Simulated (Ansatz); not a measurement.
Working through a comparison of enthalpies under pressure of two structures of Au

Program: Ansatz 0.2.0 through its Python package.

Typed at the interpreter:
```pycon
>>> import ansatz as az
>>> import numpy as np
>>> from tabulate import tabulate
>>> def fcc(A, a):
...     return (
...         az.Lattice.fcc(a)
...         .space_group(225)
...         .atom(A, (0, 0, 0))
...         .primitive()
...     )
...
>>> def sc(A, a):
...     return (
...         az.Lattice.cubic(a)
...         .space_group(221)
...         .atom(A, (0, 0, 0))
...     )
...
>>> def run_phase(name, crystal, pressure=0.0):
...     calc = (
...         crystal.calculation()
...         .mixing('broyden', ndim=12, beta=0.4)
...         .scf(lower_state_search='light')
...         .basis(630)
...         .functional(az.Functional.PBESOL)
...         .kpoints(spacing=0.3)
...         .occupations('fermi_dirac', width=0.05)
...     )
...     calc = calc.relax(force_tolerance=0.03, max_steps=40, cell=True, pressure=pressure)
...     return calc.run()
...
>>> def volume_per_atom(outcome):
...     return abs(np.linalg.det(outcome.lattice.cell_ang)) / len(outcome.lattice.sites)
...
>>> phases = {}
>>> phases['fcc'] = fcc('Au', 4.07)
>>> phases['sc'] = sc('Au', 2.65)
>>> pressures = [0, 20, 40, 60]
>>> enthalpy, volume = {name: [] for name in phases}, {name: [] for name in phases}
>>> for p in pressures:
...     for name, crystal in phases.items():
...         o = run_phase(name, crystal, pressure=p)
...         volume[name].append(volume_per_atom(o))
...         enthalpy[name].append(o.report['energy_sigma0_ev'] / len(o.lattice.sites) + p * volume[name][-1] / 160.21766)
...

>>> gap = np.array(enthalpy['sc']) - np.array(enthalpy['fcc'])
>>> rows = [(p, va, vb, 1000 * d) for p, va, vb, d in zip(pressures, volume['fcc'], volume['sc'], gap)]
>>> print(tabulate(rows, headers=['P (GPa)', 'V fcc (A^3/atom)', 'V sc (A^3/atom)', 'H(sc) - H(fcc) (meV/atom)'], floatfmt='.4f', tablefmt='rst'))
=========  ==================  =================  ===========================
  P (GPa)    V fcc (A^3/atom)    V sc (A^3/atom)    H(sc) - H(fcc) (meV/atom)
=========  ==================  =================  ===========================
        0             17.0086            19.6575                     296.4475
       20             15.5686            17.4068                     566.5471
       40             14.6469            16.2316                     776.2467
       60             13.9722            15.4100                     963.7977
=========  ==================  =================  ===========================
>>> crossings = [p0 - g0 * (p1 - p0) / (g1 - g0) for p0, p1, g0, g1 in zip(pressures, pressures[1:], gap, gap[1:]) if g0 * g1 < 0]
>>> print('crossing near', [round(float(p), 1) for p in crossings], 'GPa') if crossings else print('no crossing in this range')
no crossing in this range
```

Caveats:
- These settings explore the input space; cutoff and mesh may be short of convergence.
- At a fixed pressure a relaxation lowers the enthalpy F + PV, while F alone can rise.
- For the metals among these phases the mesh is modest: differences between phases can be off by up to 40 meV an atom.
- Spin-orbit coupling, which matters for elements this heavy, is left out.
- Only these two structures are compared, at zero temperature and with their symmetry kept; either may be hypothetical, and another phase may be lower than both. Differences under about 40 meV an atom lie within the error of mesh and functional.
- The cells are prototypes set up for this calculation and needn't exist.
- Wall time of the script: 26 s on 1 thread of Arm Neoverse V2, with other jobs on the host, peak memory 0.37 GiB.

(Lines on the test bed's own set-up are left out of the output.)
